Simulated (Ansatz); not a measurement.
# CClF₂NSi: how energies converge with the basis set

An exercise on one series of results from a longer session: the logs are not shown, and one member is left open.

The runs use Ansatz 0.2.0, Gaussian basis; one geometry, several basis sets.

Levels to be run: PBE0-D4/def2-SVP; ωB97M-V/def2-SVP; PBE0-D4/def2-QZVPP; ωB97M-V/def2-QZVPP; the functionals' def2-TZVPP values are taken from earlier runs.

## Structure used throughout

An earlier PBE0-D4 in a triple-zeta def2 set relaxation fixed the geometry.

SMILES `N#C[Si](F)(F)Cl`, 6 atoms, charge 0, spin multiplicity 1.

Atoms are counted from 1 here; the program's logs count them from 0.

Bond lengths: N1–C2 1.150 Å, C2–Si3 1.827 Å, Si3–F4 1.567 Å, Si3–F5 1.567 Å, Si3–Cl6 1.998 Å. Angles: N1–C2–Si3 179.1°, C2–Si3–F4 108.2°, C2–Si3–F5 108.2°, C2–Si3–Cl6 110.3°, F4–Si3–F5 108.8°, F4–Si3–Cl6 110.6°, F5–Si3–Cl6 110.6°.

The first run:

Contents of in.yaml:

```yaml
crystal:
  periodic: [false, false, false]
  atoms:
    - {symbol: N, position_ang: [1.925378, -1.092185, 1.077400]}
    - {symbol: C, position_ang: [1.030126, -0.609278, 0.539955]}
    - {symbol: Si, position_ang: [-0.394400, 0.176655, -0.290268]}
    - {symbol: F, position_ang: [-1.487869, -0.920276, -0.527742]}
    - {symbol: F, position_ang: [0.087632, 0.719228, -1.679004]}
    - {symbol: Cl, position_ang: [-1.118867, 1.661857, 0.833359]}
basis:
  gaussian: {orbitals: def2-SVP}
hamiltonian: {xc: pbe0, dispersion: d4}
output: {orbitals: {seedname: orbitals}}
```

Steps of the session up to this table: PBE0-D4 in def2-SVP; ωB97M-V in def2-SVP; PBE0-D4 in def2-QZVPP; ωB97M-V in def2-QZVPP.

One table of the session follows, with a row left open; its other results are not shown here.

It belongs to the step «Functionals by basis». 

| functional | basis | HOMO (eV) |
| --- | --- | --- |
| PBE0-D4 | def2-SVP | -10.43 |
| PBE0-D4 | def2-TZVPP | -10.52 |
| PBE0-D4 | def2-QZVPP | -10.54 |
| ωB97M-V | def2-SVP | -12.66 |
| ωB97M-V | def2-TZVPP | ? |
| ωB97M-V | def2-QZVPP | -12.83 |

**Question.** Estimate the row for ωB97M-V, def2-TZVPP.

The run gave: HOMO (eV): -12.80. In the column «HOMO (eV)» it lies between ωB97M-V, def2-QZVPP (-12.83) and ωB97M-V, def2-SVP (-12.66).
